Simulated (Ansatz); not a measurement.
**GeCl₂ (triplet): wave-function methods side by side, cc-pVDZ**

Aim: climb from Hartree-Fock through coupled cluster and multireference methods for GeCl₂ (triplet) at one geometry and basis, and see what each rung misses.

The runs use Ansatz 0.2.0, Gaussian basis; cc-pVDZ, core rule «outside noble gas», up to 24 orbitals frozen.

The runs, in order: UHF; CCSD(T) on ROHF; CCSD(T) on UHF; BCCD(T) on ROHF; CISD; CCSDT(Q) on ROHF; CCSDT(Q) on UHF; CASSCF and MRCISD+Q, 14 electrons in 10 orbitals; CASSCF and NEVPT2, 14 electrons in 10 orbitals.

29 further runs of the same task are left out: 2 for a known fault of the program, 13 that didn't finish, 14 set aside as unsound or not needed.

## (1) The geometry

The geometry is a PBE0/def2-TZVP stationary point (not a proven minimum). No spin-orbit coupling is included. The filled d shell of Ge may be among the frozen orbitals whatever the setting's name suggests; the logs give the count.

3 atoms, charge 0, spin multiplicity 3.

Atoms are counted from 1 here; the program's logs count them from 0.

Bond lengths: Cl1–Ge2 2.152 Å, Ge2–Cl3 2.152 Å. Angles: Cl1–Ge2–Cl3 118.7°.

## (2) UHF

in.yaml

```yaml
crystal:
  periodic: [false, false, false]
  atoms:
    - {symbol: Cl, position_ang: [0.000000, -0.554943, 1.851052]}
    - {symbol: Ge, position_ang: [0.000000, 0.541696, 0.000000]}
    - {symbol: Cl, position_ang: [0.000000, -0.554943, -1.851052]}
basis:
  gaussian: {orbitals: cc-pVDZ}
magnetization: {spin_polarized: true, initial_magnetization: 2}
hamiltonian: {xc: hf}
output: {orbitals: {seedname: orbitals}}
```

On the command line:

```
$ ansatz run in.yaml --threads 1 --pin off --events-out ev --progress --plain --max-ram 2393MiB
```

After this run come: CCSD(T) on ROHF; CCSD(T) on UHF; BCCD(T) on ROHF; CISD; CCSDT(Q) on ROHF; CCSDT(Q) on UHF; CASSCF and MRCISD+Q, 14 electrons in 10 orbitals; CASSCF and NEVPT2, 14 electrons in 10 orbitals.

Before running them: what should the planned runs give, taken together? Wanted: UCCSDT(Q) below the RHF energy; RMP2 from UCCSDT(Q); UMP2 from UCCSDT(Q); RCCSD from UCCSDT(Q); RCCSD(T) from UCCSDT(Q); UCCSD(T) from UCCSDT(Q); RCCSDT(Q) from UCCSDT(Q); NEVPT2 valence from UCCSDT(Q); MRCISD+Q valence from UCCSDT(Q).

As calculated:

| quantity | value |
| --- | --- |
| UCCSDT(Q) below the RHF energy | -9.9060 eV |
| RMP2 from UCCSDT(Q) | +1122.7 meV |
| UMP2 from UCCSDT(Q) | +1109.0 meV |
| RCCSD from UCCSDT(Q) | +298.6 meV |
| RCCSD(T) from UCCSDT(Q) | +60.2 meV |
| UCCSD(T) from UCCSDT(Q) | +50.9 meV |
| RCCSDT(Q) from UCCSDT(Q) | +11.2 meV |
| NEVPT2 valence from UCCSDT(Q) | +1541.4 meV |
| MRCISD+Q valence from UCCSDT(Q) | +135.5 meV |
| levels within 1 kcal/mol (43 meV) | RCCSDT, UCCSDT, RCCSDT(Q) |
| T1 diagnostic | 0.021 |
| effectively unpaired electrons | 2.01 |

In words: RCCSD(T) lands +60.2 meV from the yardstick (0.6 % of the correlation energy). One determinant dominates. Of the multireference levels listed MRCISD+Q valence comes nearest in total energy (+135.5 meV), which doesn't show that its space is the better one. These misses are within one basis, not against nature; the frozen cores of restricted and unrestricted runs differ, which can shift their rows.
